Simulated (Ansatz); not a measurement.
# CH₆BClGe: basis-set convergence

One table from this session's results is given with a row withheld; the runs are named, their logs left out.

Method: one geometry, several basis sets; program: Ansatz 0.2.0, Gaussian basis.

Levels to be run: PBE0-D4/def2-SVP; ωB97M-V/def2-SVP; PBE0-D4/def2-QZVPP; ωB97M-V/def2-QZVPP; the functionals' def2-TZVPP values are taken from earlier runs.

## The geometry

All runs share one geometry, relaxed beforehand with PBE0-D4 in a triple-zeta def2 set.

10 atoms, charge 0, spin multiplicity 1.

Atoms are counted from 1 here; the program's logs count them from 0.

Bond lengths: C1–B2 1.552 Å, C1–H5 1.096 Å, C1–H6 1.091 Å, C1–H7 1.099 Å, B2–Cl3 1.755 Å, B2–Ge4 2.074 Å, Ge4–H8 1.540 Å, Ge4–H9 1.541 Å, Ge4–H10 1.539 Å. Angles: B2–C1–H5 110.7°, B2–C1–H6 114.7°, B2–C1–H7 108.1°, H5–C1–H6 109.6°, H5–C1–H7 104.7°, H6–C1–H7 108.5°, C1–B2–Cl3 119.9°, C1–B2–Ge4 123.6°, Cl3–B2–Ge4 116.6°, B2–Ge4–H8 109.9°, B2–Ge4–H9 112.3°, B2–Ge4–H10 111.1°, H8–Ge4–H9 107.7°, H8–Ge4–H10 107.4°, H9–Ge4–H10 108.2°.

The first run:

The input, in.yaml:

```yaml
crystal:
  periodic: [false, false, false]
  atoms:
    - {symbol: C, position_ang: [-0.191482, 1.069267, -1.179623]}
    - {symbol: B, position_ang: [0.523429, -0.102147, -0.455824]}
    - {symbol: Cl, position_ang: [1.979452, -0.797991, -1.145970]}
    - {symbol: Ge, position_ang: [-0.135616, -0.916867, 1.333891]}
    - {symbol: H, position_ang: [-1.267572, 0.878463, -1.256971]}
    - {symbol: H, position_ang: [0.209572, 1.308496, -2.165556]}
    - {symbol: H, position_ang: [-0.110847, 1.962104, -0.544279]}
    - {symbol: H, position_ang: [-0.602625, -2.367095, 1.108073]}
    - {symbol: H, position_ang: [-1.317548, -0.131389, 1.933778]}
    - {symbol: H, position_ang: [0.996436, -0.953940, 2.375381]}
basis:
  gaussian: {orbitals: def2-SVP}
hamiltonian: {xc: pbe0, dispersion: d4}
output: {orbitals: {seedname: orbitals}}
```

Run with:

```sh
$ ansatz run in.yaml --threads 4 --pin off --events-out ev --progress --plain --max-ram 10444MiB
```

Steps of the session up to this table: PBE0-D4 in def2-SVP; ωB97M-V in def2-SVP; PBE0-D4 in def2-QZVPP; ωB97M-V in def2-QZVPP.

One of the session's tables, all rows but one given; the rest of the session is left out.

It belongs to the step «Functionals by basis». 

| functional | basis | HOMO (eV) | LUMO (eV) |
| --- | --- | --- | --- |
| PBE0-D4 | def2-SVP | -7.69 | -1.56 |
| PBE0-D4 | def2-TZVPP | -7.77 | -1.69 |
| PBE0-D4 | def2-QZVPP | -7.79 | -1.72 |
| ωB97M-V | def2-SVP | -9.79 | 0.52 |
| ωB97M-V | def2-TZVPP | ? | ? |
| ωB97M-V | def2-QZVPP | -9.92 | 0.29 |

**Question.** Estimate the row for ωB97M-V, def2-TZVPP.

The run gave: HOMO (eV): -9.91; LUMO (eV): 0.34. In the column «HOMO (eV)» it lies between ωB97M-V, def2-QZVPP (-9.92) and ωB97M-V, def2-SVP (-9.79).
